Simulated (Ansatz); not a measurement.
# C6H16B2Br2: a ladder of functionals and wavefunction methods

How much do the methods differ for C6H16B2Br2? The plan is to run it at one geometry with functionals of several rungs and with coupled cluster, and see how far each lands from CCSD(T) at the basis-set limit for the atomisation energy.

The runs use Ansatz 0.2.0, Gaussian basis; functionals in def2-TZVPP, the program's frozen cores in correlated methods.

The runs, in order: LDA (SPW92), PBE-D4, revPBE-D4, BLYP-D4, r2SCAN-D4, B97M-V, PBE0-D4, B3LYP-D4, r2SCANh-D4, r2SCAN0-D4, HSE06-D4, BHLYP-D4, CAM-B3LYP-D4, LC-ωPBE, ωB97X-V, ωB97M-V, B2PLYP, PBE-QIDH; CCSD(T)/def2-SVP; CCSD(T)/def2-TZVPP; MP2/def2-QZVPP; extrapolation to the limit; RPA on PBE.

## 1. The relaxed structure

The geometry comes from an earlier relaxation with PBE0-D4 in a triple-zeta def2 set; it is a stationary point, not always the lowest conformer.

SMILES `CC[B@-]1(C)[Br+][B@-](C)(CC)[Br+]1`, 26 atoms, charge 0, spin multiplicity 1.

Atoms are counted from 1 here; the program's logs count them from 0.

Bond lengths: C1–C2 1.521 Å, C1–H11 1.093 Å, C1–H12 1.092 Å, C1–H13 1.093 Å, C2–B3 1.574 Å, C2–H14 1.099 Å, C2–H15 1.099 Å, B3–C4 1.570 Å, B3–Br5 2.167 Å, B3–Br10 2.179 Å, C4–H16 1.095 Å, C4–H17 1.095 Å, C4–H18 1.091 Å, Br5–B6 2.182 Å, B6–C7 1.569 Å, B6–C8 1.574 Å, B6–Br10 2.162 Å, C7–H19 1.091 Å and more. Angles: C2–C1–H11 111.3°, C2–C1–H12 111.4°, C2–C1–H13 111.3°, H11–C1–H12 107.6°, H11–C1–H13 107.5°, H12–C1–H13 107.6°, C1–C2–B3 119.6°, C1–C2–H14 109.7°, C1–C2–H15 109.7°, B3–C2–H14 105.9°, B3–C2–H15 106.1°, H14–C2–H15 104.9°, C2–B3–C4 122.2°, C2–B3–Br5 110.1°, C2–B3–Br10 109.8°, C4–B3–Br5 108.5°, C4–B3–Br10 108.2°, Br5–B3–Br10 94.6° and more.

## 2. LDA

This LDA is Slater exchange with PW92 correlation.

in.yaml reads:

```yaml
crystal:
  periodic: [false, false, false]
  atoms:
    - {symbol: C, position_ang: [-1.003564, -0.353350, -2.667070]}
    - {symbol: C, position_ang: [-2.114805, -0.030010, -1.680874]}
    - {symbol: B, position_ang: [-1.756749, 0.281600, -0.180466]}
    - {symbol: C, position_ang: [-2.855504, 0.625816, 0.886746]}
    - {symbol: Br, position_ang: [-0.483408, -1.277420, 0.622285]}
    - {symbol: B, position_ang: [0.997844, 0.307967, 0.853416]}
    - {symbol: C, position_ang: [1.131783, 0.637905, 2.381430]}
    - {symbol: C, position_ang: [2.219301, -0.008883, -0.088000]}
    - {symbol: C, position_ang: [3.061895, -1.186549, 0.393794]}
    - {symbol: Br, position_ang: [-0.219463, 1.822823, -0.093587]}
    - {symbol: H, position_ang: [-0.441782, -1.236961, -2.355225]}
    - {symbol: H, position_ang: [-1.401236, -0.549769, -3.665337]}
    - {symbol: H, position_ang: [-0.294793, 0.473864, -2.750541]}
    - {symbol: H, position_ang: [-2.836803, -0.858468, -1.652646]}
    - {symbol: H, position_ang: [-2.690727, 0.833758, -2.041896]}
    - {symbol: H, position_ang: [-3.566366, -0.203546, 0.968974]}
    - {symbol: H, position_ang: [-3.420530, 1.509076, 0.570080]}
    - {symbol: H, position_ang: [-2.457740, 0.823482, 1.883337]}
    - {symbol: H, position_ang: [0.179933, 0.844594, 2.872913]}
    - {symbol: H, position_ang: [1.775917, 1.513922, 2.516077]}
    - {symbol: H, position_ang: [1.603925, -0.198065, 2.907861]}
    - {symbol: H, position_ang: [1.889988, -0.180594, -1.116560]}
    - {symbol: H, position_ang: [2.840176, 0.897270, -0.119526]}
    - {symbol: H, position_ang: [2.471163, -2.106235, 0.434023]}
    - {symbol: H, position_ang: [3.906898, -1.371386, -0.273464]}
    - {symbol: H, position_ang: [3.464636, -1.010853, 1.394240]}
basis:
  gaussian: {orbitals: def2-TZVPP}
hamiltonian: {xc: lda}
output: {orbitals: {seedname: orbitals}}
```

The run is started by

```bash
$ ansatz run in.yaml --threads 11 --pin off --events-out ev --progress --plain --max-ram 174080MiB --backend cuda --devices 0, --max-vram 75GiB
```

Further steps of the session: PBE-D4 (GGA); revPBE-D4 (GGA); BLYP-D4 (GGA); r2SCAN-D4 (meta-GGA); B97M-V (meta-GGA); B3LYP-D4 (hybrid); r2SCANh-D4 (hybrid); r2SCAN0-D4 (hybrid); HSE06-D4 (hybrid); BHLYP-D4 (hybrid); CAM-B3LYP-D4 (range-separated); LC-ωPBE (range-separated); ωB97X-V (range-separated); ωB97M-V (range-separated); B2PLYP (double hybrid); PBE-QIDH (double hybrid); CCSD(T) in def2-SVP; CCSD(T) in def2-TZVPP; MP2 in def2-QZVPP; RPA on PBE orbitals.

Q: Predict the results of all the runs planned. Wanted: atomisation energy, CCSD(T)/CBS; farthest beyond LDA; mean size of error, GGA; mean size of error, meta-GGA; mean size of error, hybrid; mean size of error, range-separated; mean size of error, double hybrid; gap, smallest and largest; T1 diagnostic.

**Answer**, as computed:

| quantity | value |
| --- | --- |
| atomisation energy, CCSD(T)/CBS | 9986.8 kJ/mol |
| functionals within 99.9 kJ/mol (1.0 %) | revPBE-D4, BLYP-D4, r2SCAN-D4, B97M-V, PBE0-D4, B3LYP-D4, r2SCANh-D4, r2SCAN0-D4, HSE06-D4, CAM-B3LYP-D4, LC-ωPBE, ωB97X-V, ωB97M-V, PBE-QIDH |
| farthest beyond LDA | BHLYP-D4 (-197.5 kJ/mol) |
| mean size of error, GGA | 91.3 kJ/mol |
| mean size of error, meta-GGA | 43.8 kJ/mol |
| mean size of error, hybrid | 73.3 kJ/mol |
| mean size of error, range-separated | 20.4 kJ/mol |
| mean size of error, double hybrid | 71.3 kJ/mol |
| gap, smallest and largest | 5.07 eV (LDA (SPW92)), 12.32 eV (LC-ωPBE) |
| T1 diagnostic | 0.0092 |
| triples share of the correlation energy | 3.9 % |

**Reading.** The LDA atomisation energy is off by 1335.5 kJ/mol (13 %): it overbinds. PBE-D4 is off by +188.9 kJ/mol. Double hybrids carry the basis error of their MP2 part in triple zeta, and no dispersion term here, so their miss is partly the set-up's. The rungs range-separated, meta-GGA, double hybrid, hybrid, GGA miss on average by less than the doubt on the reference (99.9 kJ/mol), so they tie. The reference freezes the cores and leaves out relativity and excitations past (T), and its outer-core shells are covered unevenly, so misses under about 99.9 kJ/mol can't be ranked. All levels share the lack of spin-orbit coupling, which lowers the free heavy atoms and so the true binding. Hartree-Fock recovers 76 % of the binding; the rest is correlation. CCSD(T) in def2-SVP is off by -387.2 kJ/mol, worse than the median functional, from the basis alone. The gap grows from 5.1 to 12.3 eV across the functionals, mostly with the share of exact exchange. Correlated methods include outer-core shells of Br, which these sets cover unevenly.
